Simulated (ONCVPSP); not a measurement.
# An ONCV potential for S, from input to tests

Aim: build the potential from the settings below, then test how well it stands in for the atom: other configurations, scattering, ghost states and the plane-wave cutoff that it needs.

The numbers are computed with ONCVPSP 4.0.1 (LDA (Perdew-Wang 92), scalar-relativistic, spin-unpolarised reference atom).

### 1 The design

The settings as typed:

- element: sulfur (S, Z = 16)
- type: optimised norm-conserving Vanderbilt (ONCV)
- frozen core: [Ne]
- valence charge: 6
- reference configuration: 3s2 3p4
- partial waves: 3s: rc 1.50 bohr, ncon 3, nbas 7, qcut 4.4 1/bohr, 2 projectors, debl 0.8 Ha; 3p: rc 1.55 bohr, ncon 4, nbas 8, qcut 6.3 1/bohr, 2 projectors, debl 2.3 Ha; d scattering state at 0.37 Ha: rc 1.40 bohr, ncon 4, nbas 9, qcut 6.1 1/bohr, 2 projectors, debl 2.9 Ha
- local potential: polynomial inside 1.35 bohr (lpopt 4, dvloc0 4 Ha)
- core correction: Teter function, fcfact 2.5, rcfact 1.5

The outer shells as boxes (Hund's rule for the drawing; the calculation is spin-unpolarised):

```
[Ne] core
3s [↑↓]
3p [↑↓][↑ ][↑ ]
```

### 2 The generation run

The input, S.dat:

```
# ATOM AND REFERENCE CONFIGURATION
# atsym  z   nc   nv     iexc    psfile
  S 16.00    3    2  -001012      upf
#
#   n    l    f
    1    0    2.00
    2    0    2.00
    2    1    6.00
    3    0    2.00
    3    1    4.00
#
# PSEUDOPOTENTIAL AND OPTIMIZATION
# lmax
    2
#
#   l,   rc,      ep,       ncon, nbas, qcut
    0    1.50    0.00    3    7    4.40
    1    1.55    0.00    4    8    6.30
    2    1.40    0.37    4    9    6.10
#
# LOCAL POTENTIAL
# lloc, lpopt,  rc(5),   dvloc0
    4    4    1.35    4.00
#
# VANDERBILT-KLEINMAN-BYLANDER PROJECTORs
# l, nproj, debl
    0    2    0.80
    1    2    2.30
    2    2    2.90
#
# MODEL CORE CHARGE
# icmod, fcfact, rcfact
    3    2.50    1.50
#
# LOG DERIVATIVE ANALYSIS
# epsh1, epsh2, depsh
   -2.00    5.00    0.02
#
# OUTPUT GRID
# rlmax, drl
    6.00    0.01
#
# TEST CONFIGURATIONS
# ncnf
    4
# nvcnf
#   n    l    f
    2
    3    0    2.00
    3    1    3.00
#
    2
    3    0    2.00
    3    1    2.00
#
    2
    3    0    2.00
    3    1    1.00
#
    2
    3    0    2.00
    3    1    0.00
#
```

The run is started by

```bash
$ oncvpsp.x < S.dat > S.out
```

**Question.** What will these runs give? Wanted: cutoffs for 1 and 0.1 mHa per electron, occupied waves; bound ghosts; GHOST(+) flags; largest test error; largest phase difference near zero energy, channels read; rms error of d²Exc/dn², without and with the model core.

**Answer**, as computed:

| quantity | value |
| --- | --- |
| cutoffs for 1 and 0.1 mHa per electron, occupied waves | 16 Ha and 60 Ha |
| bound ghosts | none found |
| GHOST(+) flags | none at low energy |
| largest test error (AE − PS) | +185 meV, for 3s2 3p0 |
| largest phase difference near zero energy, channels read | 0.000 rad |
| rms error of d²Exc/dn², without and with the model core | 3.32 and 0.56 mHa |

**Reading.** By total energies transferability is fair for so large an energy: the largest error is 185 meV on 115.4 eV, for 3s2 3p0. That test lies far up in energy; among those under 40 eV, nearer to bonding, the largest error is 14 meV. It counts as soft on the atom at that tolerance, with 16 Ha needed at the looser tolerance. The tighter tolerance needs 60 Ha, and converged work needs a cutoff nearer that. At the looser tolerance the 3s wave is the slowest; 3p needs 8 Ha. That counts occupied waves only; other projectors can need more. No bound ghost shows below the valence levels. Near zero energy the phases of the channels with partial waves agree within 0.001 rad. All of this concerns the isolated atom, not yet a solid.
